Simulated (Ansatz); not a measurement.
Working through harmonic frequencies at the relaxed geometry of H4NOPSi, SMILES O[SiH]1NP1

With the Python package of Ansatz (0.2.0).

The cells in order, each with its output:

In [1]:
```python
import itertools

import ansatz as az
from ase import Atoms
from ase.data import atomic_numbers, covalent_radii
from ase.thermochemistry import IdealGasThermo
import numpy as np
```

In [2]:
```python
atoms = Atoms(["O", "Si", "N", "P", "H", "H", "H", "H"], positions=[
    [-0.5208, 1.7143, -0.7398],
    [-0.0108, 0.7139, 0.3896],
    [0.1781, -0.6596, -0.54],
    [-0.9647, -1.2476, 0.3821],
    [-0.804, 1.2941, -1.592],
    [1.3625, 0.9892, 0.8768],
    [1.1362, -1.0882, -0.311],
    [-0.2843, -1.7732, 1.4786],
])
mol = az.Crystal.molecule_from_ase(atoms)
```

In [3]:
```python
calculation = (
    mol.calculation()
    .basis(gaussian="cc-pVDZ")
    .functional("r2scan")
)
symbols = [site.symbol for site in mol.cartesian_sites]
start = np.array([site.position_ang for site in mol.cartesian_sites], dtype=float)
summary = calculation.relax(force_tolerance=0.003).run(threads=1, pin="off").report
end = np.array(summary["positions_ang"])

radius = [covalent_radii[atomic_numbers[s]] for s in symbols]
span = lambda where, i, j: np.linalg.norm(where[i] - where[j])
bonded = [(i, j) for i, j in itertools.combinations(range(len(symbols)), 2) if min(span(start, i, j), span(end, i, j)) < 1.2 * (radius[i] + radius[j])]
print("pair        before    after (A)")
for i, j in bonded:
    print(f"{symbols[i]}{i}-{symbols[j]}{j}".ljust(10), f"{span(start, i, j):8.4f} {span(end, i, j):8.4f}")
```
```text
pair        before    after (A)
O0-Si1       1.5926   1.6737
O0-H4        0.9915   0.9686
Si1-N2       1.6692   1.7275
Si1-P3       2.1812   2.2202
Si1-H5       1.4829   1.4848
N2-P3        1.5818   1.8501
N2-H6        1.0743   1.0195
P3-H7        1.3934   1.4572
```

In [4]:
```python
minimum = az.Crystal.molecule()
for symbol, place in zip(symbols, end):
    minimum = minimum.atom(symbol, place.tolist())
vibrating = (
    minimum.calculation()
    .basis(gaussian="cc-pVDZ")
    .functional("r2scan")
    .phonons(temperatures=(298.15, 498.15, 100))
)
vib = vibrating.run(threads=1, pin="off").report["vibrations"]
sums = vib["harmonic_sums"]
modes = [m["omega_inv_cm"] for m in sums["modes_at_gamma"] if m["rigid_motion"] == "no"]
for number, w in enumerate(modes, start=1):
    print(f"mode {number:2d} {w:9.1f} 1/cm {w / 8065.544 * 1000:8.2f} meV")
print("imaginary modes:", sum(w < 0 for w in modes), " zero-point energy:", round(sums["zero_point_energy_ev"], 4), "eV")
gas = IdealGasThermo(vib_energies=[w / 8065.544 for w in modes if w > 0], geometry="linear" if len(modes) == 3 * len(symbols) - 5 else "nonlinear",
                     atoms=Atoms(symbols, positions=end), symmetrynumber=1, spin=0.0)
print(f"H(298 K) - E = {gas.get_enthalpy(298.15, verbose=False):.4f} eV")
print(f"S(298 K, 1 bar) = {96485.33 * gas.get_entropy(298.15, 1e5, verbose=False):.1f} J/(mol K) with symmetry number 1")
```
```text
mode  1     185.8 1/cm    23.03 meV
mode  2     244.9 1/cm    30.36 meV
mode  3     327.5 1/cm    40.60 meV
mode  4     373.5 1/cm    46.31 meV
mode  5     493.8 1/cm    61.23 meV
mode  6     558.5 1/cm    69.25 meV
mode  7     623.4 1/cm    77.29 meV
mode  8     664.9 1/cm    82.44 meV
mode  9     787.1 1/cm    97.58 meV
mode 10     794.3 1/cm    98.49 meV
mode 11     855.8 1/cm   106.11 meV
mode 12     922.0 1/cm   114.32 meV
mode 13     945.8 1/cm   117.26 meV
mode 14    1037.6 1/cm   128.64 meV
mode 15    2224.2 1/cm   275.76 meV
mode 16    2262.6 1/cm   280.52 meV
mode 17    3557.0 1/cm   441.01 meV
mode 18    3816.9 1/cm   473.24 meV
imaginary modes: 0  zero-point energy: 1.2817 eV
H(298 K) - E = 1.4618 eV
S(298 K, 1 bar) = 311.8 J/(mol K) with symmetry number 1
```

Reading the output:
- The settings weren't tested for convergence.
- The frequencies are harmonic and unscaled, in a modest basis. The result belongs to the one conformer reached from this start, and soft torsions count as harmonic oscillators.
- The entropy takes a symmetry number of 1; a symmetric molecule's is lower by R ln(sigma).
- The whole script took 3 min on 1 thread of Arm Neoverse V2, on a shared host, peak memory 0.28 GiB.

(Lines on the test bed's own set-up are left out of the output.)
